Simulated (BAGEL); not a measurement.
**HF/STO-3G (density fitting with qzvpp-jkfit) run of BH2SClO (SMILES OB(S)Cl)**

What is the energy change on altering one bond length of BH2SClO at HF/STO-3G (density fitting with qzvpp-jkfit)? 

Program for the calculation: BAGEL 1.2.2.

1 further run of the same task is left out (set aside as unsound or not needed).

### 1 Starting point

BH2SClO: 6 atoms, total charge 0, spin state singlet. SMILES: `OB(S)Cl`. The shape is that of a PBE0-D4/def2-TZVP optimisation. This is one conformer, not always the lowest.

Bond lengths: O1–B2 1.348 Å, B2–S3 1.800 Å, B2–Cl4 1.770 Å, O1–H5 0.962 Å, S3–H6 1.344 Å. Angles: O1–B2–S3 121.5°, O1–B2–Cl4 120.9°, S3–B2–Cl4 117.6°, B2–O1–H5 113.2°, B2–S3–H6 94.9°.

### 2 A single-point energy at HF/STO-3G (density fitting with qzvpp-jkfit)

job.json reads:

```json
{ "bagel": [

{
  "title": "molecule",
  "basis": "sto-3g",
  "df_basis": "qzvpp-jkfit",
  "angstrom": "true",
  "geometry": [
    { "atom": "O", "xyz": [       0.301700,       0.908000,      -0.627200 ] },
    { "atom": "B", "xyz": [      -0.232300,      -0.218400,      -0.112900 ] },
    { "atom": "S", "xyz": [       0.333000,      -0.896100,       1.455800 ] },
    { "atom": "Cl", "xyz": [      -1.520700,      -1.084000,      -0.964300 ] },
    { "atom": "H", "xyz": [      -0.088300,       1.162600,      -1.468700 ] },
    { "atom": "H", "xyz": [       1.248600,       0.063900,       1.671200 ] }
  ]
},

{ "title": "hf" },

{ "title": "print", "file": "orbitals.molden", "orbitals": "true" }

]}
```

Run with:

```bash
$ BAGEL_NUM_THREADS=1 BAGEL job.json > job.out
```

Output:

```text
* using 1 threads per process

  ===============================================================
  ===============================================================

  *** Geometry ***

  { "atom" : "O", "xyz" : [      0.570130,      1.715871,     -1.185236 ] },
  { "atom" : "B", "xyz" : [     -0.438983,     -0.412716,     -0.213350 ] },
  { "atom" : "S", "xyz" : [      0.629279,     -1.693384,      2.751063 ] },
  { "atom" : "Cl", "xyz" : [     -2.873707,     -2.048463,     -1.822263 ] },
  { "atom" : "H", "xyz" : [     -0.166863,      2.196996,     -2.775441 ] },
  { "atom" : "H", "xyz" : [      2.359512,      0.120753,      3.158110 ] },

  Number of auxiliary basis functions:      444

  Since a DF basis is specified, we compute 2- and 3-index integrals:
    o Being stored without compression. Storage requirement is 0.003 GB

  Number of basis functions:       30
  Number of electrons      :       48

    * METHOD: MOLECULE                             0.15

  *** RHF ***

  === Nuclear Repulsion ===
   185.6608348315

      * DIIS with orbital gradients will be used.

  === RHF iteration (sto-3g) ===
      0       -947.17225962          0.01672115           0.02
      1       -947.25498546          0.00555063           0.02
      2       -947.26329797          0.00092637           0.02
      3       -947.26368612          0.00014785           0.02
      4       -947.26369635          0.00004315           0.02
      5       -947.26369771          0.00001159           0.02
      6       -947.26369783          0.00000266           0.02
      7       -947.26369783          0.00000060           0.02
      8       -947.26369783          0.00000017           0.02
      9       -947.26369783          0.00000005           0.02
     10       -947.26369783          0.00000001           0.02
     11       -947.26369783          0.00000000           0.02
    * SCF iteration converged.

    * Permanent dipole moment:
           (   -0.506278,    -0.744906,     0.122952) a.u.

    * METHOD: HF                                   0.29

    * METHOD: PRINT                                0.00

  ===============================================================
```

Run time: 1.2 s. Hardware: 1 thread of Intel Xeon 6975P-C (Granite Rapids), shared host; peak memory 0.08 GiB.

### 3 The distorted shape

job.json reads:

```json
{ "bagel" : [

{
  "title" : "molecule",
  "basis" : "sto-3g",
  "df_basis" : "qzvpp-jkfit",
  "angstrom" : true,
  "geometry" : [
    { "atom" : "O", "xyz" : [       0.132103,       1.111318,      -1.097830 ] },
    { "atom" : "B", "xyz" : [      -0.401897,      -0.015082,      -0.583530 ] },
    { "atom" : "S", "xyz" : [       0.333000,      -0.896100,       1.455800 ] },
    { "atom" : "Cl", "xyz" : [      -1.690297,      -0.880682,      -1.434930 ] },
    { "atom" : "H", "xyz" : [      -0.257897,       1.365918,      -1.939330 ] },
    { "atom" : "H", "xyz" : [       1.248600,       0.063900,       1.671200 ] }
  ]
},

{
  "title" : "hf"
},

{
  "title" : "print",
  "file" : "orbitals.molden",
  "orbitals" : true
}

]}
```

Run with:

```bash
$ BAGEL_NUM_THREADS=1 BAGEL job.json > job.out
```

Output:

```text
* using 1 threads per process

  ===============================================================
  ===============================================================

  *** Geometry ***

  { "atom" : "O", "xyz" : [      0.249638,      2.100087,     -2.074598 ] },
  { "atom" : "B", "xyz" : [     -0.759475,     -0.028501,     -1.102712 ] },
  { "atom" : "S", "xyz" : [      0.629279,     -1.693384,      2.751063 ] },
  { "atom" : "Cl", "xyz" : [     -3.194198,     -1.664248,     -2.711625 ] },
  { "atom" : "H", "xyz" : [     -0.487355,      2.581211,     -3.664803 ] },
  { "atom" : "H", "xyz" : [      2.359512,      0.120753,      3.158110 ] },

  Number of auxiliary basis functions:      444

  Since a DF basis is specified, we compute 2- and 3-index integrals:
    o Being stored without compression. Storage requirement is 0.003 GB

  Number of basis functions:       30
  Number of electrons      :       48

    * METHOD: MOLECULE                             0.15

  *** RHF ***

  === Nuclear Repulsion ===
   169.1566004797

      * DIIS with orbital gradients will be used.

  === RHF iteration (sto-3g) ===
      0       -947.03806961          0.01959432           0.02
      1       -947.14665961          0.00868511           0.02
      2       -947.16717287          0.00123619           0.02
      3       -947.16790297          0.00021839           0.02
      4       -947.16793235          0.00007320           0.02
      5       -947.16793641          0.00001661           0.02
      6       -947.16793663          0.00000293           0.02
      7       -947.16793664          0.00000069           0.02
      8       -947.16793664          0.00000020           0.02
      9       -947.16793664          0.00000008           0.02
     10       -947.16793664          0.00000001           0.02
     11       -947.16793664          0.00000000           0.02
    * SCF iteration converged.

    * Permanent dipole moment:
           (   -0.354202,    -0.839844,     0.446189) a.u.

    * METHOD: HF                                   0.32

    * METHOD: PRINT                                0.00

  ===============================================================
```

Run time: 1.4 s. Hardware: 1 thread of Intel Xeon 6975P-C (Granite Rapids), shared host; peak memory 0.08 GiB.

### 4 Results

Level: HF/STO-3G (density fitting with qzvpp-jkfit).

| quantity | value |
| --- | --- |
| first shape: total energy | -947.26370 Eh |
| first shape: dipole moment | 2.31 D |
| first shape: HOMO energy | -8.10 eV |
| first shape: LUMO energy | 7.76 eV |
| first shape: HOMO–LUMO gap | 15.86 eV |
| distorted shape: total energy | -947.16794 Eh |
| distorted shape: dipole moment | 2.58 D |
| distorted shape: HOMO energy | -7.14 eV |
| distorted shape: LUMO energy | 6.92 eV |
| distorted shape: HOMO–LUMO gap | 14.06 eV |
| energy change with the B2–S3 bond stretched from 1.800 to 2.340 Å | 2.606 eV |

With the B2–S3 bond stretched from 1.800 to 2.340 Å the energy rises by 2.61 eV (60 kcal/mol). The first shape isn't relaxed at this level, so the change isn't measured from a minimum. The minimal basis adds a large error of its own.
